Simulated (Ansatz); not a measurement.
The system is NiMoIrPdW.

```
Ni Mo Pd Ir W
1.0
     2.76616    0.00000    0.00000
    -1.38308    2.39557    0.00000
     0.00000    0.00000   11.02292
Ni Mo Pd Ir W
1 1 1 1 1
Direct
  0.33333 0.66667 0.59712
  0.00000 0.00000 0.41074
  0.66667 0.33333 0.79520
  0.66667 0.33333 0.19960
  0.33333 0.66667 0.99734
```

The cell was built by a generator and needn't be a form met in nature.

Base run:

```yaml
Program: Ansatz 0.2.0
Functional: PBE
Potentials_or_basis: all-electron PAW datasets made for the crystal
Cutoff: 440 eV (chosen from the basis error)
k_mesh: 8 × 8 × 2
Occupations: fermi-dirac, width 0.05 eV
Spin: collinear spin, ferromagnetic start
Starting_moments: "[1.0, 1.0, 0.0, 0.6, 0.0] μB"
```

Its results: band gap on the k mesh none (metal or under the smearing width); pressure 0.3 GPa; net moment 0.00 μB per cell; largest force 0.065 eV/Å.

The run is repeated on the same cell with these changes: potentials or basis from all-electron PAW datasets made for the crystal to all-electron LAPW, scalar-relativistic; cutoff from 440 eV (chosen from the basis error) to 232 eV (chosen from the basis error); k mesh from 8 × 8 × 2 to 6 × 6 × 2. What comes out?

Band gap on the k mesh none (metal or under the smearing width); pressure -0.3 GPa; net moment 0.00 μB per cell; largest force 0.444 eV/Å.

Caveats: some runs use coarse meshes; the k mesh is thin for a metal, which can move the energy by tens of meV per atom; the starting moments weren't kept; the program warned that the printed levels may be off, so bands, gaps and densities of states are rough (some runs).

The runs don't all hold the same shells in valence.
